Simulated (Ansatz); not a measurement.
# BrFHOSn: the cost of one run

Program: Ansatz 0.2.0, Gaussian basis. Level of theory: functionals in def2-TZVPP, the program's frozen cores in correlated methods. These are calculated values, not measurements.

Levels to be run: PBE-D4, r2SCAN-D4, PBE0-D4, B3LYP-D4, ωB97X-V, ωB97M-V, B2PLYP; CCSD(T)/def2-TZVPP; MP2/def2-QZVPP; extrapolation to the limit.

### 1 The relaxed structure

An earlier PBE0-D4 in a triple-zeta def2 set relaxation fixed the geometry. Sn takes the def2 core potential; no spin-orbit term is included.

5 atoms, charge 0, spin multiplicity 2.

Atoms are counted from 1 here; the program's logs count them from 0.

Bond lengths: O1–Sn2 1.960 Å, O1–H5 0.964 Å, Sn2–F3 1.928 Å, Sn2–Br4 2.489 Å. Angles: Sn2–O1–H5 111.2°, O1–Sn2–F3 102.0°, O1–Sn2–Br4 109.0°, F3–Sn2–Br4 108.5°.

### 2 PBE-D4 (GGA)

File in.yaml:

```yaml
crystal:
  periodic: [false, false, false]
  atoms:
    - {symbol: O, position_ang: [-1.248738, -0.277403, 0.658811]}
    - {symbol: Sn, position_ang: [0.683218, -0.223547, 0.333790]}
    - {symbol: F, position_ang: [0.944846, 1.605266, -0.217058]}
    - {symbol: Br, position_ang: [1.221409, -1.711493, -1.587405]}
    - {symbol: H, position_ang: [-1.600735, 0.607177, 0.811862]}
basis:
  gaussian: {orbitals: def2-TZVPP}
magnetization: {spin_polarized: true, initial_magnetization: 1}
hamiltonian: {xc: pbe, dispersion: d4}
output: {forces: true, orbitals: {seedname: orbitals}}
```

The run is started by

```
ansatz run in.yaml --threads 2 --pin off --events-out ev --progress --plain --max-ram 32768MiB --backend cpu
```

**Question.** How long does this run take on 2 threads of AMD EPYC 7R13, shared host, and how much memory does it need?

About 3.9 s, with a peak of 0.25 GiB.
